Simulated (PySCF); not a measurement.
**Cu⁻: electron affinity in def2-TZVPPD**

Wanted: the electron affinity of copper, up a ladder of methods.

Method: unrestricted determinants in a Gaussian basis, no spin-orbit coupling in the energies. Code: PySCF 2.14.0.

### Step 1. The atom as given

| Item | Value |
| --- | --- |
| Element | copper (Z = 29) |
| Basis | def2-TZVPPD (6s6p4d2f1g, 67 functions) |
| Hamiltonian | no relativity, point nucleus |
| State 1 | Cu⁻: [Ar] 3d10 4s2, closed-shell 1S |
| Needed too, but not shown | Cu [Ar] 3d10 4s1 (2S) |
| Methods | UHF, LDA, PBE, PBE0, r2SCAN, MN15, PBEsol, TPSSh, BP86, MP2 |
| Core shells frozen in the correlated runs | valence: [Ar]; valence and next inner shell: [Ne] (for Cu⁻) |

The outer shells:

Cu- [Ar] 3d10 4s2
```
[Ar] core
3d [↑↓][↑↓][↑↓][↑↓][↑↓]
4s [↑↓]
```

The runs were made by one driver on top of PySCF. The scripts below sum up each run's settings (the driver also hands on starting orbitals that pick excited configurations, and frozen orbitals as a list rather than a count), and the logs come from the driver's own runs. The driver starts from symmetry-adapted Hartree-Fock orbitals, holds the occupation by maximum overlap and uses a logarithmic radial grid for functionals, so a plain start would take other cycles.

The integrals over 67 functions and the set-up took 0.75 s of CPU time.

### Step 2. Cu⁻: the ladder of methods

Level: UHF.

The input, input.py:

```python
from pyscf import gto, scf, dft, mp, cc
import basis_set_exchange as bse
mol = gto.M(atom="Cu 0 0 0", charge=-1, spin=0, symmetry="D2h",
            basis=gto.basis.parse(bse.get_basis("def2-TZVPPD", elements=["Cu"], fmt="nwchem")))
mf = scf.UHF(mol)
mf.irrep_nelec = {'Ag': (6, 6), 'B1g': (1, 1), 'B2g': (1, 1), 'B3g': (1, 1), 'B1u': (2, 2), 'B2u': (2, 2), 'B3u': (2, 2)}
mf.kernel()
```

Output:

```text
damping factor = 0
level_shift factor = 0
DIIS = <class 'pyscf.scf.diis.CDIIS'>
diis_start_cycle = 1
diis_space = 10
diis_damp = 0
SCF conv_tol = 1e-09
SCF conv_tol_grad = None
number electrons alpha = 15  beta = 15
cycle= 1 E= -1638.91298841027  delta_E= -4.32e-12  |g|= 5.77e-07  |ddm|= 3.77e-06
converged SCF energy = -1638.91298841027  <S^2> = -1.9539925e-14  2S+1 = 1
```

CPU time 0.76 s on a shared host, the integrals not counted.

Orbital energies by shell (radii are means over both spins):

| shell | electrons | mean orbital energy (eV) | spread (eV) | rms radius (bohr) |
| --- | --- | --- | --- | --- |
| 1s | 2 | -8940.6 | 0 | 0.0612 |
| 2s | 2 | -1104.4 | 0 | 0.258 |
| 2p | 6 | -962.90 | 0 | 0.230 |
| 3s | 2 | -129.96 | 0 | 0.776 |
| 3p | 6 | -84.025 | 0 | 0.824 |
| 3d | 10 | -6.838 | 0 | 1.17 |
| 4s | 2 | -0.027 | 0 | 4.24 |

⟨S²⟩ = 0.000, ⟨L²⟩ = 0.00.

The outer electron is barely bound at this level, so radii and moments hang on the diffuse functions.

Level: LDA.

input.py, as changed from the run before:

```diff
@@ -4,3 +4,3 @@
             basis=gto.basis.parse(bse.get_basis("def2-TZVPPD", elements=["Cu"], fmt="nwchem")))
-mf = scf.UHF(mol)
+mf = dft.UKS(mol, xc="LDA,VWN")
 mf.irrep_nelec = {'Ag': (6, 6), 'B1g': (1, 1), 'B2g': (1, 1), 'B3g': (1, 1), 'B1u': (2, 2), 'B2u': (2, 2), 'B3u': (2, 2)}
```

Output:

```text
damping factor = 0
level_shift factor = 0
DIIS = <class 'pyscf.scf.diis.CDIIS'>
diis_start_cycle = 1
diis_space = 10
diis_damp = 0
SCF conv_tol = 1e-09
SCF conv_tol_grad = None
number electrons alpha = 15  beta = 15
XC functionals = LDA,VWN
    P. A. M. Dirac.,  Math. Proc. Cambridge Philos. Soc. 26, 376 (1930)
    F. Bloch.,  Z. Phys. 57, 545 (1929)
    S. H. Vosko, L. Wilk, and M. Nusair.,  Can. J. Phys. 58, 1200 (1980)
cycle= 1 E= -1637.57229519736  delta_E= 0.16  |g|= 1.09  |ddm|= 0.796
cycle= 2 E= -1636.40562168951  delta_E= 1.17  |g|= 2.91  |ddm|= 1.47
cycle= 3 E= -1637.75317199859  delta_E= -1.35  |g|= 0.322  |ddm|= 1.01
cycle= 4 E= -1637.77455931332  delta_E= -0.0214  |g|= 0.131  |ddm|= 0.365
cycle= 5 E= -1637.77854266437  delta_E= -0.00398  |g|= 0.00882  |ddm|= 0.114
cycle= 6 E= -1637.77856775486  delta_E= -2.51e-05  |g|= 0.000242  |ddm|= 0.0125
cycle= 7 E= -1637.77856776612  delta_E= -1.13e-08  |g|= 3.17e-05  |ddm|= 0.000185
cycle= 8 E= -1637.77856776627  delta_E= -1.58e-10  |g|= 1.55e-06  |ddm|= 7.43e-06
converged SCF energy = -1637.77856776627  <S^2> = -1.7763568e-14  2S+1 = 1
```

CPU time 1.4 s on a shared host, the integrals not counted.

At LDA the highest occupied level has a positive energy, so only the finite basis holds that electron; in a density functional this comes from self-interaction and does not mean that the real anion is unbound.

Level: PBE.

input.py, as changed from the run before:

```diff
@@ -4,3 +4,3 @@
             basis=gto.basis.parse(bse.get_basis("def2-TZVPPD", elements=["Cu"], fmt="nwchem")))
-mf = dft.UKS(mol, xc="LDA,VWN")
+mf = dft.UKS(mol, xc="PBE")
 mf.irrep_nelec = {'Ag': (6, 6), 'B1g': (1, 1), 'B2g': (1, 1), 'B3g': (1, 1), 'B1u': (2, 2), 'B2u': (2, 2), 'B3u': (2, 2)}
```

Output:

```text
damping factor = 0
level_shift factor = 0
DIIS = <class 'pyscf.scf.diis.CDIIS'>
diis_start_cycle = 1
diis_space = 10
diis_damp = 0
SCF conv_tol = 1e-09
SCF conv_tol_grad = None
number electrons alpha = 15  beta = 15
XC functionals = PBE
    J. P. Perdew, K. Burke, and M. Ernzerhof.,  Phys. Rev. Lett. 77, 3865 (1996)
    J. P. Perdew, K. Burke, and M. Ernzerhof.,  Phys. Rev. Lett. 78, 1396 (1997)
    J. P. Perdew, K. Burke, and M. Ernzerhof.,  Phys. Rev. Lett. 77, 3865 (1996)
    J. P. Perdew, K. Burke, and M. Ernzerhof.,  Phys. Rev. Lett. 78, 1396 (1997)
cycle= 1 E= -1640.08722155504  delta_E= 0.158  |g|= 1.05  |ddm|= 0.712
cycle= 2 E= -1638.96930941881  delta_E= 1.12  |g|= 2.83  |ddm|= 1.52
cycle= 3 E= -1640.25934482428  delta_E= -1.29  |g|= 0.333  |ddm|= 0.998
cycle= 4 E= -1640.28294525338  delta_E= -0.0236  |g|= 0.129  |ddm|= 0.379
cycle= 5 E= -1640.28683008184  delta_E= -0.00388  |g|= 0.00679  |ddm|= 0.106
cycle= 6 E= -1640.28684358374  delta_E= -1.35e-05  |g|= 9.15e-05  |ddm|= 0.00795
cycle= 7 E= -1640.28684358549  delta_E= -1.75e-09  |g|= 3.8e-06  |ddm|= 7.35e-05
cycle= 8 E= -1640.28684358549  delta_E= 3.64e-12  |g|= 6.96e-07  |ddm|= 4.56e-06
converged SCF energy = -1640.28684358549  <S^2> = -1.9539925e-14  2S+1 = 1
```

It used 2.5 s of CPU time after the integrals (shared host).

At PBE the highest occupied level has a positive energy, so only the finite basis holds that electron; in a density functional this comes from self-interaction and does not mean that the real anion is unbound.

Level: PBE0.

input.py, as changed from the run before:

```diff
@@ -4,3 +4,3 @@
             basis=gto.basis.parse(bse.get_basis("def2-TZVPPD", elements=["Cu"], fmt="nwchem")))
-mf = dft.UKS(mol, xc="PBE")
+mf = dft.UKS(mol, xc="PBE0")
 mf.irrep_nelec = {'Ag': (6, 6), 'B1g': (1, 1), 'B2g': (1, 1), 'B3g': (1, 1), 'B1u': (2, 2), 'B2u': (2, 2), 'B3u': (2, 2)}
```

Output:

```text
damping factor = 0
level_shift factor = 0
DIIS = <class 'pyscf.scf.diis.CDIIS'>
diis_start_cycle = 1
diis_space = 10
diis_damp = 0
SCF conv_tol = 1e-09
SCF conv_tol_grad = None
number electrons alpha = 15  beta = 15
XC functionals = PBE0
    C. Adamo and V. Barone.,  J. Chem. Phys. 110, 6158 (1999)
    M. Ernzerhof and G. E. Scuseria.,  J. Chem. Phys. 110, 5029 (1999)
cycle= 1 E= -1640.24988847552  delta_E= 0.00502  |g|=  0.4  |ddm|= 0.401
cycle= 2 E= -1640.10887829395  delta_E= 0.141  |g|= 1.03  |ddm|= 0.562
cycle= 3 E= -1640.27621699999  delta_E= -0.167  |g|= 0.027  |ddm|= 0.324
cycle= 4 E= -1640.27640781156  delta_E= -0.000191  |g|= 0.0146  |ddm|= 0.0344
cycle= 5 E= -1640.27644592132  delta_E= -3.81e-05  |g|= 0.00017  |ddm|= 0.00799
cycle= 6 E= -1640.27644592749  delta_E= -6.17e-09  |g|= 5.77e-06  |ddm|= 0.000129
cycle= 7 E= -1640.27644592749  delta_E= -9.09e-13  |g|= 2.04e-07  |ddm|= 4.14e-06
converged SCF energy = -1640.27644592749  <S^2> = -1.7763568e-14  2S+1 = 1
```

It used 2.5 s of CPU time after the integrals (shared host).

At PBE0 the highest occupied level has a positive energy, so only the finite basis holds that electron; in a density functional this comes from self-interaction and does not mean that the real anion is unbound.

Level: r2SCAN.

input.py, as changed from the run before:

```diff
@@ -4,3 +4,3 @@
             basis=gto.basis.parse(bse.get_basis("def2-TZVPPD", elements=["Cu"], fmt="nwchem")))
-mf = dft.UKS(mol, xc="PBE0")
+mf = dft.UKS(mol, xc="R2SCAN")
 mf.irrep_nelec = {'Ag': (6, 6), 'B1g': (1, 1), 'B2g': (1, 1), 'B3g': (1, 1), 'B1u': (2, 2), 'B2u': (2, 2), 'B3u': (2, 2)}
```

Output:

```text
damping factor = 0
level_shift factor = 0
DIIS = <class 'pyscf.scf.diis.CDIIS'>
diis_start_cycle = 1
diis_space = 10
diis_damp = 0
SCF conv_tol = 1e-09
SCF conv_tol_grad = None
number electrons alpha = 15  beta = 15
XC functionals = R2SCAN
    J. W. Furness, A. D. Kaplan, J. Ning, J. P. Perdew, and J. Sun.,  J. Phys. Chem. Lett. 11, 8208-8215 (2020)
    J. W. Furness, A. D. Kaplan, J. Ning, J. P. Perdew, and J. Sun.,  J. Phys. Chem. Lett. 11, 9248-9248 (2020)
    J. W. Furness, A. D. Kaplan, J. Ning, J. P. Perdew, and J. Sun.,  J. Phys. Chem. Lett. 11, 8208-8215 (2020)
    J. W. Furness, A. D. Kaplan, J. Ning, J. P. Perdew, and J. Sun.,  J. Phys. Chem. Lett. 11, 9248-9248 (2020)
cycle= 1 E= -1640.41801250446  delta_E= 0.0561  |g|= 0.698  |ddm|= 0.592
cycle= 2 E= -1639.87094376826  delta_E= 0.547  |g|= 1.96  |ddm|= 1.03
cycle= 3 E= -1640.49948772012  delta_E= -0.629  |g|= 0.163  |ddm|= 0.632
cycle= 4 E= -1640.5055611823  delta_E= -0.00607  |g|= 0.0596  |ddm|= 0.174
cycle= 5 E= -1640.50632977414  delta_E= -0.000769  |g|= 0.000678  |ddm|= 0.0301
cycle= 6 E= -1640.5063298491  delta_E= -7.5e-08  |g|= 0.000262  |ddm|= 0.000435
cycle= 7 E= -1640.50632986387  delta_E= -1.48e-08  |g|= 7.65e-06  |ddm|= 0.000147
cycle= 8 E= -1640.50632986389  delta_E= -1.25e-11  |g|= 1.34e-07  |ddm|= 2.69e-06
converged SCF energy = -1640.50632986389  <S^2> = -1.2434498e-14  2S+1 = 1
```

It used 5 s of CPU time after the integrals (shared host).

At r2SCAN the highest occupied level has a positive energy, so only the finite basis holds that electron; in a density functional this comes from self-interaction and does not mean that the real anion is unbound.

Level: MN15.

input.py, as changed from the run before:

```diff
@@ -4,3 +4,3 @@
             basis=gto.basis.parse(bse.get_basis("def2-TZVPPD", elements=["Cu"], fmt="nwchem")))
-mf = dft.UKS(mol, xc="R2SCAN")
+mf = dft.UKS(mol, xc="MN15")
 mf.irrep_nelec = {'Ag': (6, 6), 'B1g': (1, 1), 'B2g': (1, 1), 'B3g': (1, 1), 'B1u': (2, 2), 'B2u': (2, 2), 'B3u': (2, 2)}
```

Output:

```text
damping factor = 0
level_shift factor = 0
DIIS = <class 'pyscf.scf.diis.CDIIS'>
diis_start_cycle = 1
diis_space = 10
diis_damp = 0
SCF conv_tol = 1e-09
SCF conv_tol_grad = None
number electrons alpha = 15  beta = 15
XC functionals = MN15
    H. S. Yu, X. He, S. L. Li, and D. G. Truhlar.,  Chem. Sci. 7, 5032-5051 (2016)
    H. S. Yu, X. He, S. L. Li, and D. G. Truhlar.,  Chem. Sci. 7, 5032-5051 (2016)
cycle= 1 E= -1640.76372150291  delta_E= -0.00841  |g|= 0.455  |ddm|= 0.38
cycle= 2 E= -1640.61250505709  delta_E= 0.151  |g|= 1.13  |ddm|= 0.508
cycle= 3 E= -1640.79522415894  delta_E= -0.183  |g|= 0.0374  |ddm|= 0.303
cycle= 4 E= -1640.79552333536  delta_E= -0.000299  |g|= 0.00935  |ddm|= 0.0309
cycle= 5 E= -1640.79553777355  delta_E= -1.44e-05  |g|= 0.000286  |ddm|= 0.00422
cycle= 6 E= -1640.79553778712  delta_E= -1.36e-08  |g|= 1.5e-05  |ddm|= 0.000179
cycle= 7 E= -1640.79553778714  delta_E= -2.91e-11  |g|= 3.67e-07  |ddm|= 1.51e-05
converged SCF energy = -1640.79553778714  <S^2> = -1.2434498e-14  2S+1 = 1
```

It used 4.8 s of CPU time after the integrals (shared host).

At MN15 the highest occupied level has a positive energy, so only the finite basis holds that electron; in a density functional this comes from self-interaction and does not mean that the real anion is unbound.

Level: PBEsol.

input.py, as changed from the run before:

```diff
@@ -4,3 +4,3 @@
             basis=gto.basis.parse(bse.get_basis("def2-TZVPPD", elements=["Cu"], fmt="nwchem")))
-mf = dft.UKS(mol, xc="MN15")
+mf = dft.UKS(mol, xc="PBEsol")
 mf.irrep_nelec = {'Ag': (6, 6), 'B1g': (1, 1), 'B2g': (1, 1), 'B3g': (1, 1), 'B1u': (2, 2), 'B2u': (2, 2), 'B3u': (2, 2)}
```

Output:

```text
damping factor = 0
level_shift factor = 0
DIIS = <class 'pyscf.scf.diis.CDIIS'>
diis_start_cycle = 1
diis_space = 10
diis_damp = 0
SCF conv_tol = 1e-09
SCF conv_tol_grad = None
number electrons alpha = 15  beta = 15
XC functionals = PBEsol
    J. P. Perdew, A. Ruzsinszky, G. I. Csonka, O. A. Vydrov, G. E. Scuseria, L. A. Constantin, X. Zhou, and K. Burke.,  Phys. Rev. Lett. 100, 136406 (2008)
    J. P. Perdew, A. Ruzsinszky, G. I. Csonka, O. A. Vydrov, G. E. Scuseria, L. A. Constantin, X. Zhou, and K. Burke.,  Phys. Rev. Lett. 100, 136406 (2008)
cycle= 1 E= -1638.73900311597  delta_E= 0.174  |g|=  1.1  |ddm|= 0.723
cycle= 2 E= -1637.55309352701  delta_E= 1.19  |g|= 2.93  |ddm|= 1.57
cycle= 3 E= -1638.92625653578  delta_E= -1.37  |g|= 0.346  |ddm|= 1.03
cycle= 4 E= -1638.95157651991  delta_E= -0.0253  |g|= 0.14  |ddm|= 0.394
cycle= 5 E= -1638.9560421369  delta_E= -0.00447  |g|= 0.00649  |ddm|= 0.105
cycle= 6 E= -1638.95605330111  delta_E= -1.12e-05  |g|= 0.000154  |ddm|= 0.00671
cycle= 7 E= -1638.95605330412  delta_E= -3.01e-09  |g|= 2.44e-05  |ddm|= 2.76e-05
cycle= 8 E= -1638.9560533042  delta_E= -7.87e-11  |g|= 1.64e-06  |ddm|= 1.01e-05
converged SCF energy = -1638.9560533042  <S^2> = -2.3092639e-14  2S+1 = 1
```

CPU time 2.5 s on a shared host, the integrals not counted.

At PBEsol the highest occupied level has a positive energy, so only the finite basis holds that electron; in a density functional this comes from self-interaction and does not mean that the real anion is unbound.

Level: TPSSh.

input.py, as changed from the run before:

```diff
@@ -4,3 +4,3 @@
             basis=gto.basis.parse(bse.get_basis("def2-TZVPPD", elements=["Cu"], fmt="nwchem")))
-mf = dft.UKS(mol, xc="PBEsol")
+mf = dft.UKS(mol, xc="TPSSH")
 mf.irrep_nelec = {'Ag': (6, 6), 'B1g': (1, 1), 'B2g': (1, 1), 'B3g': (1, 1), 'B1u': (2, 2), 'B2u': (2, 2), 'B3u': (2, 2)}
```

Output:

```text
damping factor = 0
level_shift factor = 0
DIIS = <class 'pyscf.scf.diis.CDIIS'>
diis_start_cycle = 1
diis_space = 10
diis_damp = 0
SCF conv_tol = 1e-09
SCF conv_tol_grad = None
number electrons alpha = 15  beta = 15
XC functionals = TPSSH
    V. N. Staroverov, G. E. Scuseria, J. Tao, and J. P. Perdew.,  J. Chem. Phys. 119, 12129 (2003)
cycle= 1 E= -1640.43991639723  delta_E= 0.0525  |g|= 0.69  |ddm|= 0.506
cycle= 2 E= -1639.95526452962  delta_E= 0.485  |g|= 1.87  |ddm|= 1.03
cycle= 3 E= -1640.51908070078  delta_E= -0.564  |g|= 0.124  |ddm|= 0.615
cycle= 4 E= -1640.52261232451  delta_E= -0.00353  |g|= 0.0517  |ddm|= 0.143
cycle= 5 E= -1640.52316730697  delta_E= -0.000555  |g|= 0.000532  |ddm|= 0.0294
cycle= 6 E= -1640.52316733802  delta_E= -3.1e-08  |g|= 0.000185  |ddm|= 0.000231
cycle= 7 E= -1640.52316734469  delta_E= -6.67e-09  |g|= 5.67e-06  |ddm|= 0.00011
cycle= 8 E= -1640.5231673447  delta_E= -5.46e-12  |g|= 1.91e-08  |ddm|= 2.62e-06
converged SCF energy = -1640.5231673447  <S^2> = -1.4210855e-14  2S+1 = 1
```

CPU time 5.5 s on a shared host, the integrals not counted.

At TPSSh the highest occupied level has a positive energy, so only the finite basis holds that electron; in a density functional this comes from self-interaction and does not mean that the real anion is unbound.

Level: BP86.

input.py, as changed from the run before:

```diff
@@ -4,3 +4,3 @@
             basis=gto.basis.parse(bse.get_basis("def2-TZVPPD", elements=["Cu"], fmt="nwchem")))
-mf = dft.UKS(mol, xc="TPSSH")
+mf = dft.UKS(mol, xc="B88,P86")
 mf.irrep_nelec = {'Ag': (6, 6), 'B1g': (1, 1), 'B2g': (1, 1), 'B3g': (1, 1), 'B1u': (2, 2), 'B2u': (2, 2), 'B3u': (2, 2)}
```

Output:

```text
damping factor = 0
level_shift factor = 0
DIIS = <class 'pyscf.scf.diis.CDIIS'>
diis_start_cycle = 1
diis_space = 10
diis_damp = 0
SCF conv_tol = 1e-09
SCF conv_tol_grad = None
number electrons alpha = 15  beta = 15
XC functionals = B88,P86
    A. D. Becke.,  Phys. Rev. A 38, 3098 (1988)
    J. P. Perdew.,  Phys. Rev. B 33, 8822 (1986)
cycle= 1 E= -1640.59974636973  delta_E= 0.154  |g|= 1.05  |ddm|= 0.739
cycle= 2 E= -1639.48453089056  delta_E= 1.12  |g|= 2.83  |ddm|=  1.5
cycle= 3 E= -1640.76970420301  delta_E= -1.29  |g|= 0.331  |ddm|= 0.984
cycle= 4 E= -1640.79297898382  delta_E= -0.0233  |g|= 0.13  |ddm|= 0.382
cycle= 5 E= -1640.79692047957  delta_E= -0.00394  |g|= 0.00791  |ddm|= 0.105
cycle= 6 E= -1640.79693785209  delta_E= -1.74e-05  |g|= 0.000355  |ddm|= 0.00898
cycle= 7 E= -1640.79693787193  delta_E= -1.98e-08  |g|= 3.8e-05  |ddm|= 0.000131
cycle= 8 E= -1640.79693787214  delta_E= -2.11e-10  |g|= 1.28e-06  |ddm|= 1.74e-05
converged SCF energy = -1640.79693787214  <S^2> = -1.5987212e-14  2S+1 = 1
```

It used 2.4 s of CPU time after the integrals (shared host).

At BP86 the highest occupied level has a positive energy, so only the finite basis holds that electron; in a density functional this comes from self-interaction and does not mean that the real anion is unbound.

### Step 3. Cu⁻, continued

Level: MP2 (valence).

The input, input.py:

```python
from pyscf import gto, scf, dft, mp, cc
import basis_set_exchange as bse
mol = gto.M(atom="Cu 0 0 0", charge=-1, spin=0, symmetry="D2h",
            basis=gto.basis.parse(bse.get_basis("def2-TZVPPD", elements=["Cu"], fmt="nwchem")))
mf = scf.UHF(mol)
mf.irrep_nelec = {'Ag': (6, 6), 'B1g': (1, 1), 'B2g': (1, 1), 'B3g': (1, 1), 'B1u': (2, 2), 'B2u': (2, 2), 'B3u': (2, 2)}
mf.kernel()
mp.UMP2(mf, frozen=9).kernel()
```

The driver printed no log here.

CPU time 0.32 s on a shared host, the integrals not counted.

With 12 electrons correlated, the MP2 correlation energy is -0.51480 hartree (-0.18472 same spin, -0.33008 opposite spin); the SCS form gives -0.45767. Largest pairs of shells: 3d-3d -0.4644, 3d-4s -0.0312, 4s-4s -0.0192.

Level: MP2 (valence and next inner shell).

input.py, as changed from the run before:

```diff
@@ -7,2 +7,2 @@
 mf.kernel()
-mp.UMP2(mf, frozen=9).kernel()
+mp.UMP2(mf, frozen=5).kernel()
```

The driver printed no log here.

It used 0.39 s of CPU time after the integrals (shared host).

With 20 electrons correlated, the MP2 correlation energy is -0.86553 hartree (-0.29256 same spin, -0.57297 opposite spin); the SCS form gives -0.78509. Largest pairs of shells: 3d-3d -0.4644, 3p-3d -0.2230, 3s-3d -0.0496, 3p-3p -0.0485, 3d-4s -0.0312.

Radial density 4πr²ρ of Cu⁻ at UHF:

| r (bohr) | density |
| --- | --- |
| 0.000737 | 0.109 |
| 0.00124 | 0.299 |
| 0.00209 | 0.805 |
| 0.00351 | 2.10 |
| 0.00590 | 5.17 |
| 0.00992 | 11.6 |
| 0.0167 | 22.2 |
| 0.0281 | 32.9 |
| 0.0472 | 33.6 |
| 0.0794 | 27.7 |
| 0.134 | 36.9 |
| 0.225 | 33.7 |
| 0.378 | 17.5 |
| 0.636 | 22.7 |
| 1.07 | 10.4 |
| 1.80 | 2.18 |
| 3.03 | 0.734 |
| 5.09 | 0.312 |
| 8.56 | 0.0195 |

### Step 4. Differences of total energies

Electron affinity: Cu⁻ [Ar] 3d10 4s2 (1S) → Cu [Ar] 3d10 4s1 (2S).

| method | value (eV) | less the reference (eV) |
| --- | --- | --- |
| UHF | -0.279 | -1.514 |
| LDA | 1.353 | +0.118 |
| PBE | 1.139 | -0.096 |
| PBE0 | 0.868 | -0.367 |
| r2SCAN | 1.022 | -0.213 |
| MN15 | 1.260 | +0.025 |
| PBEsol | 1.119 | -0.116 |
| TPSSh | 0.879 | -0.356 |
| BP86 | 1.303 | +0.068 |
| MP2 (valence) | 0.646 | -0.589 |
| SCS-MP2 (valence) | 0.686 | -0.549 |
| MP2 (valence and next inner shell) | 0.678 | -0.557 |
| SCS-MP2 (valence and next inner shell) | 0.708 | -0.527 |

Reference: 1.235 eV (measured; CRC Handbook (2014) and Andersen, Phys. Rep. 394, 157 (2004), with later updates, as tabulated in the mendeleev Python package). The calculation is non-relativistic, which matters at this Z. Errors of the correlated levels include the incompleteness of this basis. In the anion the highest occupied orbital energy is positive at LDA, PBE, PBE0, r2SCAN, MN15, PBEsol, TPSSh, BP86, a self-interaction effect; the basis confines that electron, and the energy difference can still be sensible.

The differences also use runs on Cu [Ar] 3d10 4s1 (2S), which are not shown here.

### Step 5. Summary of results

| quantity | value |
| --- | --- |
| electron affinity, Cu | UHF -0.279, MP2 (valence and next inner shell) 0.678 eV; reference 1.235 |

The methods span 1.632 eV, from UHF (-0.279) to LDA (1.353). The reference is uncertain or not like for like (spin-orbit coupling or other relativistic terms), so no ranking of close methods is drawn. The basis is finite, and no extrapolation was made.
